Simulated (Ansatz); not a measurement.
# H3KP: the cost of one run

The runs use Ansatz 0.2.0, Gaussian basis; PBE0-D4 structure, single points in def2-TZVPPD.

Levels: PBE-D4, revPBE-D4, BLYP-D4, r2SCAN-D4, B97M-V, PBE0-D4, B3LYP-D4, HSE06-D4, wB97X-V, wB97M-V, B2PLYP, Hartree-Fock, MP2, CCSD, CCSD(T). The reference is CCSD(T) extrapolated to the basis limit. For elements past Ar these valence bases correlate outer-core shells poorly and lack relativity, so that limit is rough.

Cores are frozen in the correlated methods. The outer core shell of Li, Na, Mg and K is correlated. B3LYP uses VWN-RPA correlation. B2PLYP carries no dispersion term here.

163 further runs of the same task are left out: 163 set aside as unsound or not needed.

## Step 1: The starting structure

The pair, from a GFN2-xTB docking trial: 5 atoms, charge 1, spin multiplicity 1.

Atoms are counted from 1 here; the program's logs count them from 0.

Bond lengths: K1–P2 3.214 Å, P2–H3 1.377 Å, P2–H4 1.380 Å, P2–H5 1.380 Å. Angles: K1–P2–H3 121.3°, K1–P2–H4 124.5°, K1–P2–H5 120.7°, H3–P2–H4 93.9°, H3–P2–H5 94.0°, H4–P2–H5 94.9°.

As a file:

```
K     0.0184   -0.0028   -3.0116
P     0.0192   -0.0021    0.2028
H    -0.4997    1.0548    0.9172
H     1.1530   -0.0969    0.9836
H    -0.6908   -0.9530    0.9081
```

Atoms 1 to 1 are fragment A (K+), the rest fragment B (PH3).

## Step 2: A first relaxation in a small basis

pre/in.yaml

```yaml
crystal:
  periodic: [false, false, false]
  atoms:
    - {symbol: K, position_ang: [0.018400, -0.002800, -3.011600]}
    - {symbol: P, position_ang: [0.019200, -0.002100, 0.202800]}
    - {symbol: H, position_ang: [-0.499700, 1.054800, 0.917200]}
    - {symbol: H, position_ang: [1.153000, -0.096900, 0.983600]}
    - {symbol: H, position_ang: [-0.690800, -0.953000, 0.908100]}
basis:
  gaussian: {orbitals: def2-SVP}
total_charge: 1
hamiltonian: {xc: pbe, dispersion: d4}
relax: {f_tol: 0.03, max_steps: 250}
```

Launch:

```console
$ ansatz run in.yaml --threads 2 --pin off --events-out ev --progress --plain --max-ram 5222MiB
```

**Question.** How long does this run take on 2 threads of Intel Xeon 6975P-C, shared host?

About 2.5 s.
